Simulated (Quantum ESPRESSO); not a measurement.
Crystal: SnSe2.

```
CELL_PARAMETERS angstrom
3.81100 0.00000 0.00000
-1.90550 3.30042 0.00000
0.00000 0.00000 6.13600
ATOMIC_POSITIONS crystal
Sn 0.00000 0.00000 0.00000
Se 0.66667 0.33333 0.75100
Se 0.33333 0.66667 0.24900
```

* Program: Quantum ESPRESSO 7.5
* Task: relaxation of cell and atoms
* Functional: BP86
* Dispersion: D4
* Potentials or basis: PseudoDojo 0.4.1 SR PBE standard
* Cutoff: 1170 eV
* Density cutoff: 4680 eV
* k mesh: 7 × 7 × 4
* Occupations: fermi-dirac, width 0.05 eV
* Spin: no spin polarisation

At the start: pressure 2.1 GPa; volume 25.73 Å³/atom.

Question: How do energy, volume and symmetry change on relaxing?

Answer: Over 29 steps the energy falls by 38.5 meV/atom and the volume is 24.24 Å³/atom (-5.8 %); space group P-3m1 (No. 164, to 0.05 Å).

Step by step:
```
step  energy change (eV)  largest force (eV/Å)  pressure (GPa)  volume (Å³)
   1              0.0000                0.8789            2.13        77.18
   2             -0.0174                0.7458            1.52        77.44
   3             -0.0408                0.5122            0.47        77.89
   4             -0.0566                0.2332           -0.73        78.38
   5             -0.0594                0.0236           -1.74        78.66
   6             -0.0601                0.0160           -1.70        78.60
   7             -0.0614                0.0014           -1.61        78.49
   8             -0.0633                0.0197           -1.48        78.33
   9             -0.0654                0.0462           -1.31        78.12
  10             -0.0678                0.0766           -1.12        77.87
  11             -0.0702                0.1092           -0.90        77.59
  12             -0.0725                0.1412           -0.68        77.29
  13             -0.0749                0.1726           -0.44        76.94
  14             -0.0775                0.1988           -0.20        76.57
  15             -0.0806                0.2140            0.00        76.17
  16             -0.0843                0.2124            0.13        75.78
  17             -0.0889                0.1889            0.17        75.42
  18             -0.0941                0.1423            0.11        75.08
  19             -0.0995                0.0770           -0.05        74.77
  20             -0.1044                0.0081           -0.23        74.45
  21             -0.1088                0.0410           -0.31        74.06
  22             -0.1127                0.0524           -0.21        73.54
  23             -0.1152                0.0208            0.10        72.92
  24             -0.1150                0.0268            0.40        72.40
  25             -0.1151                0.0227            0.36        72.43
  26             -0.1153                0.0150            0.30        72.48
  27             -0.1154                0.0045            0.22        72.55
  28             -0.1155                0.0075            0.12        72.64
  29             -0.1156                0.0195            0.02        72.73
```

Final structure:
```yaml
crystal:
  lattice:
    - [3.85094, 0.00000, 0.00000]
    - [-1.92547, 3.33501, 0.00000]
    - [0.00000, 0.00000, 5.66308]
  atoms:
    - { symbol: Sn, position: [0.00000, 0.00000, 0.00000] }
    - { symbol: Se, position: [0.66667, 0.33333, 0.72007] }
    - { symbol: Se, position: [0.33333, 0.66667, 0.27993] }
```

Caveat: the potentials were made for another functional, which shifts forces and pressure.
